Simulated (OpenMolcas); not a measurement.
# One shape, several levels: C2H6BFO (SMILES COB(C)F)

Wanted: a comparison of 6 runs (HF/STO-3G, B3LYP/6-31G*, PBE/def2-SVP, MP2/def2-SVP, CCSD(T)/def2-SVP) of C2H6BFO. 

Program for the calculation: OpenMolcas 26.06.

1 further run of the same task is left out (set aside as unsound or not needed).

## (1) The molecule

C2H6BFO has 11 atoms, charge 0, and is taken as a singlet. As SMILES, `COB(C)F`. Geometry: relaxed at PBE0-D4/def2-TZVP. This is one conformer, not always the lowest.

Bond lengths: C1–O2 1.408 Å, O2–B3 1.348 Å, B3–C4 1.569 Å, B3–F5 1.335 Å, C1–H6 1.092 Å, C1–H7 1.092 Å, C1–H8 1.093 Å, C4–H9 1.094 Å, C4–H10 1.090 Å, C4–H11 1.094 Å. Some angles: C1–O2–B3 123.8°, O2–B3–C4 126.0°, O2–B3–F5 114.4°, C4–B3–F5 119.6°, O2–C1–H6 109.0°, O2–C1–H7 108.9°, O2–C1–H8 112.4°, B3–C4–H9 111.5°, B3–C4–H10 111.3°, B3–C4–H11 111.4°.

## (2) Energy and forces at HF/STO-3G (run 1)

mol.xyz

```xyz
11

C     -1.364400     0.711100     0.538500
O     -0.241000     1.227800    -0.135300
B      0.818600     0.482700    -0.508900
C      0.993200    -1.057900    -0.270600
F      1.779200     1.165200    -1.136000
H     -1.458500     1.207100     1.506900
H     -2.259100     0.924300    -0.050000
H     -1.294000    -0.367700     0.698100
H      0.947600    -1.307000     0.794000
H      1.947400    -1.412800    -0.660100
H      0.196300    -1.629800    -0.756000
```

calc.input

```
&GATEWAY
 BasLib
 $CurrDir
 Coord
 mol.xyz
 Basis
 STO-3G
 Group
 NoSym

&SEWARD

&SCF
 Thresholds
 1e-10 1e-07 1e-07 1e-05
 PrOrbitals
 1

&ALASKA
```

The basis set STO-3G is read from a file made from the Basis Set Exchange's data (not shown).

Started as:

```console
export MOLCAS_MEM=1860
pymolcas calc.input > calc.log
```

The log of the run:

```text
--- Start Module: gateway ---
[...]
--- Stop Module: gateway /rc=_RC_ALL_IS_WELL_ ---
[...]
      Basis functions           31
[...]
--- Start Module: scf ---
[...]
       Convergence after  12 Iterations
[...]
::    Total SCF energy                               -274.6845665449
[...]
      Total spin, S                                     0.0000000000
[...]
      Total electronic charge=   40.000000
      Total            charge=   -0.000000
[...]
      Dipole Moment (debye):
      Origin of the operator (angstrom)=    0.4283    0.5302   -0.3233
                   X= -1.3066E+00               Y= -1.2046E+00               Z=  9.0928E-01           Total=  1.9963E+00
      Quadrupole Moment (debye*angstrom):
[...]
 *              Molecular gradients               *
 **************************************************
  Irreducible representation: a
 ------------------------------------------------------------------------------------------
                              X                       Y                       Z
 ------------------------------------------------------------------------------------------
  C1                3.29581715469907E-03    7.97852329429882E-03   -3.26677061099412E-03
  O2               -1.49085736858323E-02   -8.01069733069681E-03    9.23467472998502E-03
  B3               -1.46660377041902E-02   -2.42511839197501E-02    1.24228807180145E-02
  C4                2.85387852369334E-03    2.12560559198929E-02   -5.73338785168437E-03
  F5                1.75114300086641E-02    1.08487671030408E-02   -1.11030364902254E-02
  H6                2.24114557224009E-03    2.64788178271136E-04   -2.58464049000029E-03
  H7                3.38225277650750E-03    5.83674040469995E-04   -4.28963519105485E-04
  H8                3.53648430032216E-03   -7.53602950472665E-04   -1.67488644112290E-03
[...]
```

Wall time 3.6 s (1 thread of AMD EPYC 7R43 (Zen 3), shared host); peak memory 0.36 GiB.

## (3) Energy and gradient at B3LYP/6-31G(d) (spherical functions) (run 2)

mol.inp

```
* C2H6BFO Kohn-Sham DFT
&GATEWAY
BASLIB=$CurrDir
COORD
11
angstrom
C       -1.364400       0.711100       0.538500
O       -0.241000       1.227800      -0.135300
B        0.818600       0.482700      -0.508900
C        0.993200      -1.057900      -0.270600
F        1.779200       1.165200      -1.136000
H       -1.458500       1.207100       1.506900
H       -2.259100       0.924300      -0.050000
H       -1.294000      -0.367700       0.698100
H        0.947600      -1.307000       0.794000
H        1.947400      -1.412800      -0.660100
H        0.196300      -1.629800      -0.756000
BASIS=6-31Gs
GROUP=NoSym
&SEWARD
GRIDINPUT
Grid=UltraFine
End of Grid
&SCF
KSDFT=B3LYP
THRESHOLDS=1e-10 1e-07 1e-07 1e-05
PRORBITALS=1 1
&ALASKA
```

The basis set 6-31G* is read from a file made from the Basis Set Exchange's data (not shown).

Started as:

```console
export MOLCAS_MEM=1860
pymolcas mol.inp > mol.log
```

The log of the run:

```text
--- Start Module: gateway ---
[...]
--- Stop Module: gateway /rc=_RC_ALL_IS_WELL_ ---
[...]
      Basis functions           82
[...]
--- Start Module: scf ---
[...]
       Convergence after  15 Iterations
[...]
::    Total KS-DFT energy                            -279.8510726856
[...]
      Total spin, S                                     0.0000000000
[...]
      Total electronic charge=   40.000000
      Total            charge=   -0.000000
[...]
      Dipole Moment (debye):
      Origin of the operator (angstrom)=    0.4283    0.5302   -0.3233
                   X= -1.6868E+00               Y= -1.6329E+00               Z=  1.1903E+00           Total=  2.6322E+00
      Quadrupole Moment (debye*angstrom):
[...]
 *              Molecular gradients               *
 **************************************************
  Irreducible representation: a
 ------------------------------------------------------------------------------------------
                              X                       Y                       Z
 ------------------------------------------------------------------------------------------
  C1                2.74774877457684E-03    1.43954676856872E-03   -1.64016460892658E-03
  O2               -1.23953857634973E-04   -4.59975003824198E-03    1.04802385690916E-03
  B3               -1.91922063840555E-03   -3.01906314196465E-04    9.92152190328444E-04
  C4                4.63330534353545E-04    1.64709480323211E-03   -5.99090542850123E-04
  F5               -3.84335883496334E-03   -2.71456458320785E-03    2.50779382468913E-03
  H6                6.05516104060344E-04   -9.20108674690390E-04   -2.14232233174760E-03
  H7                2.18743029506951E-03   -3.68922823598461E-04    9.37913802946611E-04
  H8                7.64952430626797E-04    1.66927606256539E-03   -6.96796695003776E-04
[...]
```

Run time: 53 s. Hardware: 1 thread of AMD EPYC 7R43 (Zen 3), shared host; peak memory 0.46 GiB.

Runs 3 to 5 aren't shown in full; the table further down has their settings and results.

## (4) The energy at CCSD(T)/def2-SVP (Cholesky decomposition) (run 6)

mol.xyz is that of step 2.

calc.inp

```
* C2H6BFO CCSD(T)
>>> EXPORT MOLCAS_PRINT=2

&GATEWAY
  BasLib
  $CurrDir
  Coord
  mol.xyz
  Basis
  def2-SVP
  Group
  NoSym

&SEWARD
  High

&SCF
  Thresholds
  1e-10 1e-07 1e-07 1e-05
  PrOrbitals
  1

&CHCC
  Frozen
  5
  Threshold
  1e-08
  MaxIterations
  80

&CHT3
  Frozen
  5
```

The basis set def2-SVP is read from a file made from the Basis Set Exchange's data (not shown).

Started as:

```console
export MOLCAS_MEM=1860
pymolcas calc.inp > calc.log
```

The log of the run:

```text
--- Start Module: gateway ---
[...]
--- Stop Module: gateway /rc=_RC_ALL_IS_WELL_ ---
[...]
      Basis functions          100
[...]
       Convergence after  13 Iterations
[...]
::    Total SCF energy                               -278.1221909357
[...]
      Total spin, S                                     0.0000000000
[...]
      Total electronic charge=   40.000000
      Total            charge=   -0.000000
[...]
      Dipole Moment (debye):
      Origin of the operator (angstrom)=    0.4283    0.5302   -0.3233
                   X= -1.9466E+00               Y= -2.0999E+00               Z=  1.4203E+00           Total=  3.1963E+00
      Quadrupole Moment (debye*angstrom):
[...]
--- Start Module: chcc ---
[...]
--- Stop Module: chcc /rc=_RC_ALL_IS_WELL_ ---
[...]
--- Start Module: cht3 ---
[...]
--- Stop Module: cht3 /rc=_RC_ALL_IS_WELL_ ---
[...]
```

Wall time 9.2 min (1 thread of AMD EPYC 7R43 (Zen 3), shared host); peak memory 0.21 GiB.

## (5) Overview of the runs

| run | level | integration grid | Cartesian functions | energy (Eh) | dipole moment (D) of the reference | HOMO energy (eV) | LUMO energy (eV) | wall time |
| --- | --- | --- | --- | --- | --- | --- | --- | --- |
| 1 | HF/STO-3G | – | no | -274.684567 | 2.00 | -10.02 | 9.25 | 3.6 s |
| 2 | B3LYP/6-31G* (spherical functions) | UltraFine | no | -279.851073 | 2.63 | -8.42 | 1.27 | 53 s |
| 3 | B3LYP/6-31G* (Cartesian functions) | UltraFine | yes | -279.854917 | 2.64 | -8.43 | 1.26 | 59 s |
| 4 | PBE/def2-SVP | UltraFine | no | -279.309797 | 2.67 | -7.26 | 0.19 | 69 s |
| 5 | MP2/def2-SVP | – | no | -278.856879 | 3.20 | -12.96 | 4.44 | 17 s |
| 6 | CCSD(T)/def2-SVP (Cholesky decomposition) | – | no | -278.918732 | 3.20 | -12.96 | 4.44 | 9.2 min |

## (6) What came out

| quantity | value |
| --- | --- |
| run 6: total energy | -278.91873 Eh |
| run 6: dipole moment (mean-field density) | 3.20 D |
| run 6: HOMO energy (Hartree–Fock orbitals) | -12.96 eV |
| run 6: LUMO energy (Hartree–Fock orbitals) | 4.44 eV |
| run 6: HOMO–LUMO gap (Hartree–Fock orbitals) | 17.39 eV |
| run 6: correlation energy (5 core orbitals frozen) | -796.5 mEh |
| run 6: (T) correction | -18.46 mEh |

Over runs 1, 2, 3, 4 the dipole moment (its size) runs from 2.00 D (HF/STO-3G) to 2.67 D (PBE/def2-SVP). The two ends differ in method and basis. Over runs 1, 2, 3, 4 the HOMO–LUMO gap runs from 7.45 eV (PBE/def2-SVP) to 19.27 eV (HF/STO-3G). Totals of different functionals can't be ranked against each other. In run 1 the basis is minimal, so the values are rough. All runs together took 13 min, the longest 9.2 min.
